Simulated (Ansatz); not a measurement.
# ZnGeO2: the cost of one run

Method: DFT PBE, scalar-relativistic, plane waves, PAW, in Ansatz 0.2.0.

## 1. Starting point

It takes space group P6/mmm (No. 191, hexagonal). The conventional cell has a = 3.261 Å, b = 3.261 Å, c = 5.497 Å, α = 90.00°, β = 90.00°, γ = 120.00°. Zn (site symmetry 6/mmm) has 2 O at 1.35 Å in its first shell of neighbours. Ge (site symmetry 6/mmm) is surrounded by 2 O at 1.40 Å. Around O (site symmetry 6mm) lie 1 Zn at 1.35 Å and 1 Ge at 1.40 Å.

As a file:

```
CELL_PARAMETERS angstrom
3.26137 0.00000 0.00000
-1.63069 2.82443 0.00000
0.00000 0.00000 5.49706
ATOMIC_POSITIONS crystal
Zn 0.00000 0.00000 0.50000
Ge 0.00000 0.00000 0.00000
O 0.00000 0.00000 0.25404
O 0.00000 0.00000 0.74596
```

A structure generator made this guess: random cell by space group and Wyckoff sites (P6/mmm, No. 191). The dimensions are guesses.

## 2. The guess as it stands, on a coarse mesh

Input file input.yaml:

```yaml
crystal:
  lattice:
    - [3.26137214, 0.0, 0.0]
    - [-1.63068607, 2.82443113, 0.0]
    - [0.0, 0.0, 5.49706299]
  atoms:
    - { symbol: Zn, position: [0.0, 0.0, 0.5] }
    - { symbol: Ge, position: [0.0, 0.0, 0.0] }
    - { symbol: O, position: [0.0, 0.0, 0.25404367] }
    - { symbol: O, position: [0.0, 0.0, 0.74595633] }
basis:
  ecutwfc: 420
kpoints:
  mp_grid: { grid: [6, 6, 4] }
hamiltonian:
  xc: pbe
scf:
  occupations: { method: gaussian, width: 0.1 }
  lower_state_search: "off"
output:
  forces: true
  stress: true
  eigenvalues: true
```

Command:

```console
ansatz run input.yaml --threads 1 --pin off --max-ram 2560MiB --backend cpu --events-out ev --progress --plain --runs-dir out
```

What time and memory should one allow on 1 thread of AMD EPYC (Zen 3), shared host?

About 3.8 s, with a peak of 0.36 GiB.
